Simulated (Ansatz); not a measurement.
**CH₄AlBS: a ladder of functionals and wavefunction methods**

One table from this session's results is given with a row withheld; the runs are named, their logs left out.

Computed with Ansatz 0.2.0, Gaussian basis. Level: functionals in def2-TZVPP, the program's frozen cores in correlated methods.

Plan: LDA (SPW92), PBE-D4, revPBE-D4, BLYP-D4, r2SCAN-D4, B97M-V, PBE0-D4, B3LYP-D4, r2SCANh-D4, r2SCAN0-D4, HSE06-D4, BHLYP-D4, CAM-B3LYP-D4, LC-ωPBE, ωB97X-V, ωB97M-V, B2PLYP, PBE-QIDH; CCSD(T)/def2-SVP; CCSD(T)/def2-TZVPP; MP2/def2-QZVPP; extrapolation to the limit; RPA on PBE.

## The relaxed structure

The geometry comes from an earlier relaxation with PBE0-D4 in a triple-zeta def2 set; it is a stationary point, not always the lowest conformer.

SMILES `[CH3][Al]1[BH][S]1`, 8 atoms, charge 0, spin multiplicity 1.

Atoms are counted from 1 here; the program's logs count them from 0.

Bond lengths: C1–Al2 1.941 Å, C1–H5 1.093 Å, C1–H6 1.091 Å, C1–H7 1.094 Å, Al2–B3 2.001 Å, Al2–S4 2.220 Å, B3–S4 1.798 Å, B3–H8 1.189 Å. Angles: Al2–C1–H5 110.2°, Al2–C1–H6 112.2°, Al2–C1–H7 110.0°, H5–C1–H6 108.5°, H5–C1–H7 107.5°, H6–C1–H7 108.4°, C1–Al2–B3 177.8°, C1–Al2–S4 132.1°, B3–Al2–S4 50.1°, Al2–B3–S4 71.3°, Al2–B3–H8 161.6°, S4–B3–H8 127.2°, Al2–S4–B3 58.6°.

Set-up of the first run:

Contents of in.yaml:

```yaml
crystal:
  periodic: [false, false, false]
  atoms:
    - {symbol: C, position_ang: [-0.521389, 1.486682, -0.483727]}
    - {symbol: Al, position_ang: [0.115758, -0.203764, 0.226796]}
    - {symbol: B, position_ang: [0.780119, -1.913190, 1.028048]}
    - {symbol: S, position_ang: [0.486338, -2.173727, -0.726276]}
    - {symbol: H, position_ang: [-1.499016, 1.352884, -0.954590]}
    - {symbol: H, position_ang: [-0.612016, 2.251086, 0.290043]}
    - {symbol: H, position_ang: [0.165435, 1.853177, -1.251660]}
    - {symbol: H, position_ang: [1.176870, -2.710249, 1.815665]}
basis:
  gaussian: {orbitals: def2-TZVPP}
hamiltonian: {xc: lda}
output: {orbitals: {seedname: orbitals}}
```

The run is started by

```console
$ ansatz run in.yaml --threads 2 --pin off --events-out ev --progress --plain --max-ram 4352MiB
```

Steps of the session up to this table: LDA; PBE-D4 (GGA); revPBE-D4 (GGA); BLYP-D4 (GGA); r2SCAN-D4 (meta-GGA); B97M-V (meta-GGA); PBE0-D4 (hybrid); B3LYP-D4 (hybrid); r2SCANh-D4 (hybrid); r2SCAN0-D4 (hybrid); HSE06-D4 (hybrid); BHLYP-D4 (hybrid); CAM-B3LYP-D4 (range-separated); LC-ωPBE (range-separated); ωB97X-V (range-separated); ωB97M-V (range-separated); B2PLYP (double hybrid); PBE-QIDH (double hybrid).

One table of the session follows, with a row left open; its other results are not shown here.

It belongs to the step «Orbital energies across the functionals». 

```
  functional  HOMO (eV)  LUMO (eV)  gap (eV)
 LDA (SPW92)      -5.24      -2.86      2.38
      PBE-D4      -5.13      -2.66      2.47
   revPBE-D4      -5.08      -2.58      2.50
     BLYP-D4      -4.98      -2.47      2.51
   r2SCAN-D4      -5.30      -2.47      2.83
      B97M-V      -5.30      -2.46      2.84
     PBE0-D4          ?          ?         ?
    B3LYP-D4      -5.96      -1.96      4.00
  r2SCANh-D4      -5.68      -2.17      3.52
  r2SCAN0-D4      -6.25      -1.71      4.54
    HSE06-D4      -5.75      -2.19      3.56
    BHLYP-D4      -7.05      -0.86      6.19
CAM-B3LYP-D4      -7.38      -0.71      6.66
     LC-ωPBE      -8.65       0.31      8.96
     ωB97X-V      -8.34       0.24      8.58
     ωB97M-V      -8.14       0.09      8.23
```

Estimate the missing values for PBE0-D4.

The run gave: HOMO (eV): -6.14; LUMO (eV): -1.81; gap (eV): 4.33. In the column «HOMO (eV)» it lies between r2SCAN0-D4 (-6.25) and B3LYP-D4 (-5.96).
